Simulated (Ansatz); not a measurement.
# Sn5Se4S6: the cost of one run

Method: DFT PBE+D3(BJ), scalar-relativistic, plane waves, PAW, in Ansatz 0.2.0.

2 further runs of the same task are left out: 2 set aside as unsound or not needed.

### Step 1. The structure to begin with

It takes space group P1 (No. 1, triclinic). The conventional cell has a = 5.912 Å, b = 6.470 Å, c = 9.886 Å, α = 70.90°, β = 89.95°, γ = 89.79°. Around Sn (site symmetry 1) lie 3 S at 2.59 to 2.63 Å and 3 Se at 2.69 to 2.71 Å. Sn (site symmetry 1) has 4 S at 2.58 to 2.62 Å and 2 Se at 2.70 to 2.71 Å as nearest neighbours. Sn (site symmetry 1) is surrounded by 4 S at 2.57 to 2.62 Å and 2 Se at 2.71 to 2.72 Å. Around Sn (site symmetry 1) lie 3 S at 2.57 to 2.61 Å and 3 Se at 2.72 to 2.73 Å. Se (site symmetry 1) has 3 Sn at 2.70 to 2.72 Å as nearest neighbours. Se (site symmetry 1) has 3 Sn at 2.69 to 2.71 Å as nearest neighbours. Only part of the 15 independent sites is listed.

As a file:

```xyz
15
Lattice="-0.0009 0.0108 -5.9119 0.0001 -6.4703 0.0117 -9.3423 3.2353 -0.0072" Properties=species:S:1:pos:R:3 pbc="T T T"
Sn   -5.6042   -3.2557   -0.0025
Sn   -7.5017   -0.0142   -0.0184
Sn   -1.8423   -3.2581   -0.0059
Sn   -3.7386    0.0416   -0.0329
Sn    0.0025    0.0161   -0.0281
Se   -5.6147   -1.0584   -4.3184
Se   -7.4756    2.1686   -4.3104
Se   -1.8662   -1.0575   -4.3229
S    -3.7146   -4.3061   -4.4662
S    -0.0191   -4.3068   -4.4552
Se   -3.7348   -2.1662   -1.6308
S    -5.6244    1.0800   -1.4847
S    -9.3233    1.0739   -1.4868
S    -1.8517   -5.3880   -1.4869
S    -7.4910   -2.1599   -1.4783
```

It is the result of an earlier relaxation at this level (volume 23.82 Å³/atom; gap on the mesh: 0.89 eV).

### Step 2. A stricter relaxation

Response functions are second derivatives at a minimum, so forces and stress are first brought close to zero on the mesh and occupations that the response runs use.

Input file input.yaml:

```yaml
crystal:
  lattice:
    - [-0.000887366, 0.0107901203, -5.9118913737]
    - [0.0001421028, -6.4702810921, 0.0116516575]
    - [-9.3422955898, 3.2353445753, -0.0072198639]
  atoms:
    - { symbol: Sn, position: [0.0012727609, 0.8031376134, 0.5998830556] }
    - { symbol: Sn, position: [0.0029240854, 0.403726392, 0.8029902848] }
    - { symbol: Sn, position: [0.0019434075, 0.6021570791, 0.1972068353] }
    - { symbol: Sn, position: [0.0054542143, 0.1936840911, 0.400180564] }
    - { symbol: Sn, position: [0.0047406682, -0.0026234107, -0.0002723593] }
    - { symbol: Se, position: [0.7306511402, 0.4652873162, 0.6009310646] }
    - { symbol: Se, position: [0.7282669691, 0.0661275344, 0.8001171718] }
    - { symbol: Se, position: [0.7314956848, 0.2645094945, 0.1996898589] }
    - { symbol: S, position: [0.7566867376, 0.8655641036, 0.3975537133] }
    - { symbol: S, position: [0.7549080822, 0.6678750409, 0.0019782409] }
    - { symbol: Se, position: [0.276414536, 0.5351466942, 0.3997507168] }
    - { symbol: S, position: [0.250669953, 0.1345263667, 0.6020140269] }
    - { symbol: S, position: [0.2509333818, 0.3334424695, 0.9979484258] }
    - { symbol: S, position: [0.2531064902, 0.9322632622, 0.1982009677] }
    - { symbol: S, position: [0.2505318887, 0.7351759528, 0.8018274331] }
basis:
  ecutwfc: 420
kpoints:
  mp_grid: { grid: [6, 6, 4] }
hamiltonian:
  xc: pbe
  dispersion: d3bj
scf:
  occupations: { method: fixed }
output:
  forces: true
  stress: true
  eigenvalues: true
relax:
  adjacent_minimum: "off"
  f_tol: 0.0015
  max_steps: 50
  cell: { stress_tol: 0.02 }
```

On the command line:

```bash
ansatz run input.yaml --threads 4 --pin off --max-ram 10240MiB --backend cpu --events-out ev --progress --plain --runs-dir out
```

What time and memory should one allow on 4 threads of AMD EPYC (Zen 3), shared host?

About 9.3 min, with a peak of 2.3 GiB.
